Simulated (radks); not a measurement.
**Ge in [Ar] 3d10 4s2 4p2: an all-electron calculation**

The task here is to estimate one member of a computed series from the others.

Program: radks (a radial shooting solver on a logarithmic mesh, Libxc functionals) version 1. Level of theory: Dirac Kohn-Sham, Wu-Cohen GGA, spin-unpolarised, spherical densities, point nucleus; open shells fill j = l - 1/2 first. These are calculated values, not measurements, unless marked.

## The atom as given

- element: germanium (Z = 32)
- charge: 0
- electrons: 32
- configuration: [Ar] 3d10 4s2 4p2

The first run:

Settings of this run:

```text
Z 32
configuration [Ar] 3d10 4s2 4p2 5s0 4d0 5p0 4f0
relativity Dirac
functional wc,pbe
spin unpolarised
j_filling energy
nucleus point
c 137.035999084
```

Started as:

```console
python run_ks.py task.json out
```

The same process makes all the runs of this session.

One table of the session follows, with a row left open; its other results are not shown here.

Radial moments (bohr):

| level | <r> | outermost maximum (interpolated) | 90 % within | nodes |
| --- | --- | --- | --- | --- |
| 1s1/2 | 0.04701 | 0.0307 | 0.0840 | 0 |
| 2s1/2 | 0.2099 | 0.176 | 0.325 | 1 |
| 2p1/2 | 0.1813 | 0.139 | 0.297 | 0 |
| 2p3/2 | 0.1849 | 0.142 | 0.302 | 0 |
| 3s1/2 | 0.6244 | 0.543 | 0.934 | 2 |
| 3p1/2 | 0.6399 | 0.537 | 0.985 | 1 |
| 3p3/2 | 0.6507 | 0.546 | 1.00 | 1 |
| 3d3/2 | ? | ? | ? | ? |
| 3d5/2 | 0.7393 | 0.504 | 1.26 | 0 |
| 4s1/2 | 2.115 | 1.74 | 3.20 | 3 |
| 4p1/2 | 2.844 | 2.19 | 4.49 | 2 |
| 4p3/2 | 2.902 | 2.23 | 4.58 | 2 |

Q: Estimate the row for 3d3/2 from the others.

The run gave: <r>: 0.7339; outermost maximum (interpolated): 0.501; 90 % within: 1.25; nodes: 0. In the column «<r>» it lies between 3p3/2 (0.6507) and 3d5/2 (0.7393).

To keep in mind: Spin polarisation and multiplet splitting are left out.
